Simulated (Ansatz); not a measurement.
# CH₆F₂O₂Si₂: a ladder of functionals and wavefunction methods

Aim: compute CH₆F₂O₂Si₂ with functionals from several rungs and with coupled cluster. The yardstick is the atomisation energy at the CCSD(T) limit.

The runs use Ansatz 0.2.0, Gaussian basis; functionals in def2-TZVPP, the program's frozen cores in correlated methods.

Levels to be run: PBE-D4, r2SCAN-D4, PBE0-D4, B3LYP-D4, ωB97X-V, ωB97M-V, B2PLYP; CCSD(T)/def2-TZVPP; MP2/def2-QZVPP; extrapolation to the limit.

### Step 1. The geometry

All runs share one geometry, relaxed beforehand with PBE0-D4 in a triple-zeta def2 set.

SMILES `O[SiH](O)C[SiH](F)F`, 13 atoms, charge 0, spin multiplicity 1.

Atoms are counted from 1 here; the program's logs count them from 0.

Bond lengths: O1–Si2 1.634 Å, O1–H8 0.958 Å, Si2–O3 1.639 Å, Si2–C4 1.864 Å, Si2–H9 1.489 Å, O3–H10 0.960 Å, C4–Si5 1.835 Å, C4–H11 1.096 Å, C4–H12 1.097 Å, Si5–F6 1.601 Å, Si5–F7 1.589 Å, Si5–H13 1.476 Å. Angles: Si2–O1–H8 117.9°, O1–Si2–O3 108.0°, O1–Si2–C4 106.7°, O1–Si2–H9 110.8°, O3–Si2–C4 111.5°, O3–Si2–H9 109.8°, C4–Si2–H9 110.0°, Si2–O3–H10 117.4°, Si2–C4–Si5 115.1°, Si2–C4–H11 109.1°, Si2–C4–H12 107.3°, Si5–C4–H11 108.9°, Si5–C4–H12 108.9°, H11–C4–H12 107.4°, C4–Si5–F6 108.7°, C4–Si5–F7 111.5°, C4–Si5–H13 115.2°, F6–Si5–F7 106.1° and more.

### Step 2. PBE-D4 (GGA)

File in.yaml:

```yaml
crystal:
  periodic: [false, false, false]
  atoms:
    - {symbol: O, position_ang: [-0.210328, 1.542275, -2.101540]}
    - {symbol: Si, position_ang: [-0.014489, 1.098622, -0.540983]}
    - {symbol: O, position_ang: [-1.350799, 1.560654, 0.288585]}
    - {symbol: C, position_ang: [0.186020, -0.754283, -0.533453]}
    - {symbol: Si, position_ang: [0.437621, -1.503530, 1.122972]}
    - {symbol: F, position_ang: [-0.479629, -0.727391, 2.181768]}
    - {symbol: F, position_ang: [-0.040353, -3.018154, 1.154134]}
    - {symbol: H, position_ang: [-0.422682, 2.458809, -2.283676]}
    - {symbol: H, position_ang: [1.192462, 1.744406, 0.044755]}
    - {symbol: H, position_ang: [-1.431503, 1.263380, 1.197637]}
    - {symbol: H, position_ang: [1.029897, -1.026218, -1.177543]}
    - {symbol: H, position_ang: [-0.719076, -1.181399, -0.981785]}
    - {symbol: H, position_ang: [1.822860, -1.457150, 1.629139]}
basis:
  gaussian: {orbitals: def2-TZVPP}
hamiltonian: {xc: pbe, dispersion: d4}
output: {forces: true, orbitals: {seedname: orbitals}}
```

Run with:

```bash
$ ansatz run in.yaml --threads 2 --pin off --events-out ev --progress --plain --max-ram 32768MiB --backend cuda --devices 0, --max-vram 18GiB
```

Further steps of the session: r2SCAN-D4 (meta-GGA); PBE0-D4 (hybrid); B3LYP-D4 (hybrid); ωB97X-V (range-separated); ωB97M-V (range-separated); B2PLYP (double hybrid); CCSD(T) in def2-TZVPP; MP2 in def2-QZVPP.

Q: Predict the results of all the runs planned. Wanted: atomisation energy, CCSD(T)/CBS; farthest; mean size of error, hybrid; mean size of error, range-separated; gap, smallest and largest; T1 diagnostic; triples share of the correlation energy.

As calculated:

| quantity | value |
| --- | --- |
| atomisation energy, CCSD(T)/CBS | 1254.3 kcal/mol |
| functionals within 6.3 kcal/mol (0.5 %) | PBE-D4, r2SCAN-D4, ωB97X-V, ωB97M-V |
| farthest | B2PLYP (-22.2 kcal/mol) |
| mean size of error, hybrid | 18.7 kcal/mol |
| mean size of error, range-separated | 4.2 kcal/mol |
| gap, smallest and largest | 6.53 eV (PBE-D4), 13.36 eV (ωB97X-V) |
| T1 diagnostic | 0.0116 |
| triples share of the correlation energy | 3.2 % |

**Reading.** PBE-D4 misses by +1.7 kcal/mol. Double hybrids carry the basis error of their MP2 part in triple zeta, and no dispersion term here, so their miss is partly the set-up's. The reference freezes the cores and leaves out relativity and excitations past (T), so misses under about 6.3 kcal/mol can't be ranked. Hartree-Fock recovers 73 % of the binding; the rest is correlation. Orbital gaps span 6.5 to 13.4 eV; exact exchange widens them.
